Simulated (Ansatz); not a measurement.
# AlCl2F (SMILES [F][Al]([Cl])[Cl]) at PBE0/STO-3G

What is the electronic atomisation energy of AlCl2F at PBE0/STO-3G? 

The calculation is run with Ansatz 0.2.0.

61 further runs of the same task are left out: 5 that didn't finish, 56 set aside as unsound or not needed.

### Step 1. The molecule

The species is AlCl2F (4 atoms), meant as a singlet with charge 0. As SMILES, `[F][Al]([Cl])[Cl]`. Geometry: relaxed at PBE0-D4/def2-TZVP.

Bond lengths: F1–Al2 1.633 Å, Al2–Cl3 2.065 Å, Al2–Cl4 2.065 Å. Angles: F1–Al2–Cl3 119.2°, F1–Al2–Cl4 119.2°, Cl3–Al2–Cl4 121.5°.

### Step 2. The energy at PBE0/STO-3G

The input, input.yaml:

```yaml
crystal:
  periodic: [false, false, false]
  atoms:
    - symbol: F
      position_ang: [0.087420, 0.388220, 1.682350]
    - symbol: Al
      position_ang: [0.004800, 0.021530, 0.093600]
    - symbol: Cl
      position_ang: [1.223040, -1.463690, -0.663450]
    - symbol: Cl
      position_ang: [-1.315270, 1.053930, -1.112510]
basis:
  gaussian:
    orbitals: STO-3G
hamiltonian:
  xc: pbe0
accuracy: high
```

Run with:

```
$ ansatz run input.yaml --threads 1 --pin off --max-ram 3480MiB --events-out events.jsonl --progress --plain --runs-dir runs
```

Output:

```text
Warning: RAYON_NUM_THREADS=1 ignored (pool sized by the plan → 1); use --threads N
Functional definition: PBE0
  name "PBE0"
  parameter a = 0.25
  parameter kappa = 0.804
  parameter beta = 0.06672455060314922
  exchange = (1 - a)*pbe_x(kappa = kappa, mu = beta*pi^2/3) + a*exact_x
  correlation = pbe_c(beta = beta)
603 factors; integrals over basis functions are off by at most 2.8e-8 eV
mean field evaluation 1: about -33957.0301 eV, gradient 3.0e1 eV
mean field evaluation 2: about -33955.4517 eV, gradient 4.3e1 eV
mean field evaluation 4: about -33960.7046 eV, gradient 1.1e0 eV
mean field evaluation 8: about -33960.7037 eV, gradient 3.3e-3 eV
mean field evaluation 16: about -33960.7037 eV, gradient 1.1e-8 eV
mean field -33960.70368566 eV, -1248.0328410561 hartree, gradient 1.1e-8 eV, S^2 0.000000; 0 other end points of the search recorded, 0 dependent functions left out
reference -33960.70368691 eV, -1248.0328411022 hartree; 28, 28 occupied and 4, 4 virtual orbitals, 603 factors
Total energy: -33960.70368691 eV, -1248.0328411022 hartree
```

Wall time 1.9 s (1 thread of Arm Neoverse V1, shared host); peak memory 0.12 GiB.

### Step 3. The Al atom

The input, job.yaml:

```yaml
crystal:
  periodic: [false, false, false]
  atoms:
    - {symbol: Al, position_ang: [0.000000, 0.000000, 0.000000]}
basis:
  gaussian: {orbitals: STO-3G}
magnetization: {spin_polarized: true, initial_magnetization: 1}
hamiltonian: {xc: {name: PBE0}}
accuracy: high
```

Run with:

```
$ ansatz run job.yaml --threads 1 --pin off --max-ram 3480MiB --events-out events.jsonl --progress --plain --runs-dir runs
```

Output, cut to the lines that bear on the results:

```text
Warning: RAYON_NUM_THREADS=1 ignored (pool sized by the plan → 1); use --threads N
[... 7 set-up lines as earlier in the session ...]
42 factors; integrals over basis functions are off by at most 1.7e-9 eV
mean field evaluation 1: about -6509.1581 eV, gradient 6.0e-1 eV
mean field evaluation 2: about -6509.1593 eV, gradient 9.3e-2 eV
mean field evaluation 4: about -6509.1590 eV, gradient 4.2e-3 eV
mean field evaluation 8: about -6509.1590 eV, gradient 1.4e-8 eV
mean field -6509.15898802 eV, -239.2071807434 hartree, gradient 1.4e-8 eV, S^2 0.750001; 0 other end points of the search recorded, 0 dependent functions left out
reference -6509.15898917 eV, -239.2071807855 hartree; 7, 6 occupied and 2, 3 virtual orbitals, 42 factors
Total energy: -6509.15898917 eV, -239.2071807855 hartree
```

It took 0.38 s on 1 thread of Arm Neoverse V1, shared host.

### Step 4. The Cl atom, same level

The input, run.yaml:

```yaml
crystal:
  periodic: [false, false, false]
  atoms:
    - {symbol: Cl, position_ang: [0.000000, 0.000000, 0.000000]}
basis:
  gaussian: {orbitals: STO-3G}
magnetization: {spin_polarized: true, initial_magnetization: 1}
hamiltonian: {xc: pbe0}
accuracy: high
```

Run the same way, it converges to -454.98903 Eh (log not shown).

### Step 5. The F atom

The input, input.yaml:

```yaml
crystal:
  periodic: [false, false, false]
  atoms:
    - {symbol: F, position_ang: [0.000000, 0.000000, 0.000000]}
basis:
  gaussian: {orbitals: STO-3G}
accuracy: high
magnetization: {spin_polarized: true, initial_magnetization: 1}
hamiltonian: {xc: pbe0}
```

Run the same way, it converges to -98.20282 Eh (log not shown).

### Step 6. Summary of results

Level: PBE0/STO-3G.

| quantity | value |
| --- | --- |
| molecule: total energy | -1248.03284 Eh |
| Al atom: total energy | -239.20718 Eh |
| Al atom: ⟨S²⟩ | 0.750 |
| Cl atom: total energy | -454.98903 Eh |
| Cl atom: ⟨S²⟩ | 0.750 |
| F atom: total energy | -98.20282 Eh |
| F atom: ⟨S²⟩ | 0.750 |
| electronic atomisation energy | 17.545 eV |

What this shows: Taking the molecule apart into free atoms costs 17.55 eV (405 kcal/mol), before zero-point energy and without spin-orbit coupling. In a minimal basis such a difference can be off by several eV, whatever the method.
